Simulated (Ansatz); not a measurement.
Working through a check of forces and pressure against finite differences of LuBi (distorted cell)

Program: Ansatz's Python interface.

Typed at the interpreter:
```pycon
>>> import ansatz
>>> import numpy as np
>>> VECTORS = np.array([
...     [-0.1722, 3.1823, 3.08731],
...     [3.0083, -0.08386, 2.99897],
...     [2.99373, 3.0794, -0.06929],
... ])
>>> SITES = [
...     ("Lu", [0.48587, 0.50106, 0.51255]),
...     ("Bi", [0.96557, 0.98565, 0.00327]),
... ]
>>> def build(cell):
...     crystal = ansatz.Crystal(lattice=ansatz.Lattice.of(cell))
...     for symbol, position in SITES:
...         crystal = crystal.atom(symbol, position)
...     return crystal
...
>>> def solve(crystal):
...     return (
...         crystal.calculation()
...         .functional("r2scan")
...         .occupations("Gaussian", width=0.1)
...         .basis(650, xc_grid=2)
...         .kpoints(5, 6, 6)
...         .scf(tolerance=1e-09)
...         .forces()
...         .stress()
...         .run(threads=1)
...     ).report
...
>>> centre = solve(build(VECTORS))
DeckWarning: output.stress: scf.convergence.dr2_threshold = 1e-9 eV is looser than the 2e-10 eV advised for a printed stress (1e-10 eV for each atom of the cell: 2). What an SCF threshold leaves in a stress goes as its square root, and in the free energy as [...]
>>> start = build(VECTORS)
>>> # move one atom both ways along a Cartesian axis
>>> print(f"force on atom 0 along y: analytic {centre['forces_ev_ang'][0][1]:.4f} eV/A")
force on atom 0 along y: analytic -0.2739 eV/A
>>> for h in (0.005, 0.02):
...     shift = np.eye(3)[1] * h @ np.linalg.inv(VECTORS)
...     plus, minus = (solve(start.move(0, to=np.array(SITES[0][1]) + sign * shift))["lagrangian_ev"] for sign in (1, -1))
...     print(f"  step {h} A: numerical {-(plus - minus) / (2 * h):.4f} eV/A")
...
  step 0.005 A: numerical -0.2739 eV/A
  step 0.02 A: numerical -0.2742 eV/A
>>> # P = -dF/dV; the difference feels the change of the plane-wave count with the cell
>>> volume = abs(np.linalg.det(VECTORS))
>>> larger, smaller = (solve(build(VECTORS * (1 + sign * 0.005) ** (1 / 3)))["lagrangian_ev"] for sign in (1, -1))
>>> numerical = -(larger - smaller) / (0.01 * volume) * 160.21766
>>> print(f"pressure: analytic {np.trace(centre['stress_gpa']) / 3:.3f}, numerical {numerical:.3f} GPa")
pressure: analytic -0.044, numerical -0.043 GPa
```

The mesh is modest for a metal, so energies can be off by several to tens of meV an atom and pressures by half a GPa or more; differences at equal mesh fare better. Pressure is positive in compression. Spin-orbit coupling, which matters for elements this heavy, is left out. The cell is a database structure, distorted on purpose. Warnings are shown shortened and without file and line. The central difference errs as the square of the step, so the shorter step is the fairer test; what remains comes from the finite grid and the SCF threshold. Timing: 5.5 min on 1 thread of Arm Neoverse V2, on a shared host, peak memory 0.57 GiB.
